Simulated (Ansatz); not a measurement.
# C3H6Si: inputs that go wrong

4 inputs were typed for C3H6Si. Each is run as it stands; the log then has to tell whether the result can be used.

Computed with Ansatz 0.2.0, Gaussian basis. Level: the settings change from run to run.

## 1. The molecule

An earlier PBE0-D4 in a triple-zeta def2 set relaxation fixed the geometry.

SMILES `C[SiH]1C=C1`, 10 atoms, charge 0, spin multiplicity 1.

Atoms are counted from 1 here; the program's logs count them from 0.

Bond lengths: C1–Si2 1.863 Å, C1–H5 1.091 Å, C1–H6 1.093 Å, C1–H7 1.093 Å, Si2–C3 1.807 Å, Si2–C4 1.807 Å, Si2–H8 1.486 Å, C3–C4 1.334 Å, C3–H9 1.084 Å, C4–H10 1.084 Å. Angles: Si2–C1–H5 110.7°, Si2–C1–H6 110.6°, Si2–C1–H7 110.7°, H5–C1–H6 108.5°, H5–C1–H7 108.6°, H6–C1–H7 107.6°, C1–Si2–C3 123.4°, C1–Si2–C4 123.4°, C1–Si2–H8 111.1°, C3–Si2–C4 43.3°, C3–Si2–H8 120.0°, C4–Si2–H8 120.0°, Si2–C3–C4 68.3°, Si2–C3–H9 156.7°, C4–C3–H9 134.9°, Si2–C4–C3 68.3°, Si2–C4–H10 156.7°, C3–C4–H10 134.9°.

## 2. Try 1

in.yaml reads:

```yaml
crystal:
  periodic: [false, false, false]
  atoms:
    - {symbol: C, position_ang: [-1.303902, 0.293871, -0.920626]}
    - {symbol: Si, position_ang: [-0.237961, -0.250475, 0.506479]}
    - {symbol: C, position_ang: [1.486735, -0.756855, 0.323184]}
    - {symbol: C, position_ang: [1.385166, 0.458931, 0.862428]}
    - {symbol: H, position_ang: [-0.689683, 0.688990, -1.731742]}
    - {symbol: H, position_ang: [-2.003994, 1.071501, -0.604039]}
    - {symbol: H, position_ang: [-1.891327, -0.544016, -1.305188]}
    - {symbol: H, position_ang: [-1.063440, -0.808094, 1.608726]}
    - {symbol: H, position_ang: [2.309761, -1.408080, 0.052841]}
    - {symbol: H, position_ang: [2.091746, 1.203225, 1.210736]}
basis:
  gaussian: {orbitals: aug-pcseg-2, fitting: {mean_field: def2-universal-jkfit}}
total_charge: -1
magnetization: {spin_polarized: true, initial_magnetization: 1}
hamiltonian: {xc: {name: B97}}
accuracy: high
output: {forces: true}
```

Launch:

```console
$ ansatz run in.yaml --threads 2 --pin off --events-out ev --progress --plain --max-ram 4352MiB
```

The log of the run:

```text
Functional definition: B97
  name "B97"
  cite "Becke, J. Chem. Phys. 107, 8554 (1997) doi:10.1063/1.475007"
  parameter cx = 0.1943
  parameter cx0 = 0.8094
  parameter cx1 = 0.5073
  parameter cx2 = 0.7481
  parameter css0 = 0.1737
  parameter css1 = 2.3487
  parameter css2 = -2.4868
  parameter cos0 = 0.9454
  parameter cos1 = 0.7471
  parameter cos2 = -4.5961
  exchange = spin_sum(e_x_unif_s*poly(b97_u_x, cx0, cx1, cx2)) + cx*exact_x
  correlation = spin_sum(e_c_pw_same_spin*poly(b97_u_same, css0, css1, css2))
      + integral(e_c_pw_opposite_spin*poly(b97_u_opposite, cos0, cos1, cos2))
461 factors; integrals over basis functions are off by at most 1.2e0 eV
mean field evaluation 1: about -11070.2310 eV, gradient 4.9e1 eV
mean field evaluation 2: about -10913.4039 eV, gradient 1.2e2 eV
mean field evaluation 4: about -11082.1198 eV, gradient 9.9e0 eV
mean field evaluation 8: about -11084.0446 eV, gradient 6.1e-1 eV
mean field evaluation 16: about -11084.0512 eV, gradient 5.5e-2 eV
mean field evaluation 32: about -11084.1038 eV, gradient 2.3e-3 eV
Error: SIGTERM received: run cancelled behind 34 evaluations of the mean field
```

Wall time 8.4 min (2 threads of Arm Neoverse V1, shared host).

**Diagnosis.** The clock ran out, after 34 evaluations of the mean field. The size of the job: 10 atoms, 326 basis functions. Fix: allow more time or more cores. The input also asks for charge -1 and multiplicity 2, not those of the species named; set them back first.

## 3. Try 2

in.yaml reads:

```yaml
crystal:
  periodic: [false, false, false]
  atoms:
    - {symbol: C, position_ang: [-1.303902, 0.293871, -0.920626]}
    - {symbol: Si, position_ang: [-0.237961, -0.250475, 0.506479]}
    - {symbol: C, position_ang: [1.486735, -0.756855, 0.323184]}
    - {symbol: C, position_ang: [1.385166, 0.458931, 0.862428]}
    - {symbol: H, position_ang: [-0.689683, 0.688990, -1.731742]}
    - {symbol: H, position_ang: [-2.003994, 1.071501, -0.604039]}
    - {symbol: H, position_ang: [-1.891327, -0.544016, -1.305188]}
    - {symbol: H, position_ang: [-1.063440, -0.808094, 1.608726]}
    - {symbol: H, position_ang: [2.309761, -1.408080, 0.052841]}
    - {symbol: H, position_ang: [2.091746, 1.203225, 1.210736]}
basis:
  gaussian: {orbitals: def2-mTZVP, final_grid: {core_spheres: 1, valence_spheres: 1, degree: 3}}
hamiltonian: {xc: {name: r2SCAN}}
accuracy: high
output: {forces: true}
```

Same command.

The log of the run, shortened:

```text
Functional definition: r2SCAN
  name "r2SCAN"
  cite "Furness, Kaplan, Ning, Perdew & Sun, J. Phys. Chem. Lett. 11, 8208 (2020) doi:10.1021/acs.jpclett.0c02405"
  cite "Furness, Kaplan, Ning, Perdew & Sun, J. Phys. Chem. Lett. 11, 9248 (2020) doi:10.1021/acs.jpclett.0c03077"
  parent r2scan
[...]
2048 factors; integrals over basis functions are off by at most 3.8e-9 eV
[...]
mean field -11123.03213734 eV, -408.7638915851 hartree, gradient 7.6e-8 eV, S^2 0.000000; 0 other end points of the search recorded, 0 dependent functions left out
[...]
reference -11123.03213950 eV, -408.7638916647 hartree; 19, 19 occupied and 78, 78 virtual orbitals, 2048 factors
Total energy: -11123.03213950 eV, -408.7638916647 hartree
Atom 0 at    -1.303902     0.293871    -0.920626 Å, force   -13.371066    -4.077813     6.712274 eV/Å
Atom 1 at    -0.237961    -0.250475     0.506479 Å, force     4.249972    23.943387   -51.435590 eV/Å
Atom 2 at     1.486735    -0.756855     0.323184 Å, force    -1.406162    68.883189    36.836499 eV/Å
Atom 3 at     1.385166     0.458931     0.862428 Å, force     9.597507   -73.511848   -26.217784 eV/Å
Atom 4 at    -0.689683     0.688990    -1.731742 Å, force    -3.513416    -1.722397     3.186417 eV/Å
Atom 5 at    -2.003994     1.071501    -0.604039 Å, force     6.393448    -1.487996     2.147424 eV/Å
Atom 6 at    -1.891327    -0.544016    -1.305188 Å, force     6.020715    -0.124909     2.797425 eV/Å
Atom 7 at    -1.063440    -0.808094     1.608726 Å, force    -1.144411    -7.678009    17.354234 eV/Å
Atom 8 at     2.309761    -1.408080     0.052841 Å, force    -3.329560    -4.155843     3.113335 eV/Å
Atom 9 at     2.091746     1.203225     1.210736 Å, force    -3.497027    -0.067762     5.505767 eV/Å
Dipole moment:    -1.840293     0.133915    -0.635414 e Å
```

Wall time 4.3 s (2 threads of Arm Neoverse V1, shared host).

Diagnosis: The run converged, but a converged run isn't a right one. The integration grid is far too coarse. Its energy carries the error of the grid. To mend it, drop final_grid and take the default grid.

## 4. Try 3

in.yaml reads:

```yaml
crystal:
  periodic: [false, false, false]
  atoms:
    - {symbol: C, position_ang: [-1.303902, 0.293871, -0.920626]}
    - {symbol: Si, position_ang: [-0.237961, -0.250475, 0.506479]}
    - {symbol: C, position_ang: [1.486735, -0.756855, 0.323184]}
    - {symbol: C, position_ang: [1.385166, 0.458931, 0.862428]}
    - {symbol: H, position_ang: [-0.689683, 0.688990, -1.731742]}
    - {symbol: H, position_ang: [-2.003994, 1.071501, -0.604039]}
    - {symbol: H, position_ang: [-1.891327, -0.544016, -1.305188]}
    - {symbol: H, position_ang: [-1.063440, -0.808094, 1.608726]}
    - {symbol: H, position_ang: [2.309761, -1.408080, 0.052841]}
    - {symbol: H, position_ang: [2.091746, 1.203225, 1.210736]}
basis:
  gaussian: {orbitals: pcseg-2, final_grid: {core_spheres: 8, valence_spheres: 7, degree: 23}}
hamiltonian: {xc: {name: wB97X-V}}
smearing: {width: 0.1}
output: {forces: true}
```

Launched as before.

The log of the run:

```text
Error: YAML parse error: error: line 17 column 1: unknown field `smearing`, expected one of crystal, accuracy, basis, kpoints, hamiltonian, magnetization, projection, total_charge, correlation, batch, efield, external_charges, scf, relax, neb, saddle, md, ramp, phonons, dielectric, real_time, elastic, magnetic_configurations, gw, evaluate, workflow, output, checkpoint, execution
  --> <input>:17:1
   |
15 |   gaussian: {orbitals: pcseg-2, final_grid: {core_spheres: 8, val…
16 | hamiltonian: {xc: {name: wB97X-V}}
17 | smearing: {width: 0.1}
   | ^ unknown field `smearing`, expected one of crystal, accuracy, basis, kpoints, hamiltonian, magnetization, projection, total_charge, correlation, batch, efield, external_charges, scf, relax, neb, saddle, md, ramp, phonons, dielectric, real_time, elastic, magnetic_configurations, gw, evaluate, workflow, output, checkpoint, execution
18 | output: {forces: true}
   |
```

It took 0.05 s on 2 threads of Arm Neoverse V1, shared host.

**Diagnosis.** The program refused the input. The input holds a key that doesn't belong there. Cure: remove the key, or spell it as the input reference has it.

## 5. Try 4

in.yaml reads:

```yaml
crystal:
  periodic: [false, false, false]
  atoms:
    - {symbol: C, position_ang: [-1.303902, 0.293871, -0.920626]}
    - {symbol: Si, position_ang: [-0.237961, -0.250475, 0.506479]}
    - {symbol: C, position_ang: [1.486735, -0.756855, 0.323184]}
    - {symbol: C, position_ang: [1.385166, 0.458931, 0.862428]}
    - {symbol: H, position_ang: [-0.689683, 0.688990, -1.731742]}
    - {symbol: H, position_ang: [-2.003994, 1.071501, -0.604039]}
    - {symbol: H, position_ang: [-1.891327, -0.544016, -1.305188]}
    - {symbol: H, position_ang: [-1.063440, -0.808094, 1.608726]}
    - {symbol: H, position_ang: [2.309761, -1.408080, 0.052841]}
    - {symbol: H, position_ang: [2.091746, 1.203225, 1.210736]}
basis:
  gaussian: {orbitals: def2-TZVP, fitting: {mean_field: def2-universal-jkfit}}
magnetization: {spin_polarized: true, initial_magnetization: 1}
hamiltonian: {xc: {name: revPBE}, dispersion: d4}
output: {forces: true}
```

Launched as before.

The log of the run:

```text
Error: a molecule whose nuclei and cores have a total charge of 38 cannot have a net charge of 0 together with 1 unpaired electrons
```

Run time: 0.05 s. Hardware: 2 threads of Arm Neoverse V1, shared host.

What is wrong: Refused before any calculation. The number of unpaired electrons doesn't fit the electron count. To mend it, make charge and initial_magnetization agree: an even electron count takes an even number of unpaired electrons.

## 6. Summary

| try | level | ended | cause | time |
| --- | --- | --- | --- | --- |
| 1 | B97/aug-pcseg-2 | timeout | the time limit | 8.4 min |
| 2 | r2SCAN/def2-mTZVP | converged | the integration grid is far too coarse | 4.3 s |
| 3 | wB97X-V/pcseg-2 | refused | the input holds a key that doesn't belong there | 0.05 s |
| 4 | revPBE/def2-TZVP | refused | the number of unpaired electrons doesn't fit the electron count | 0.05 s |

1 timeout, 1 converged, 2 refused. A refusal costs next to no computing time. The dangerous case is the input that converges on a wrong geometry, charge, spin, basis or grid: often only a look at the input shows it.
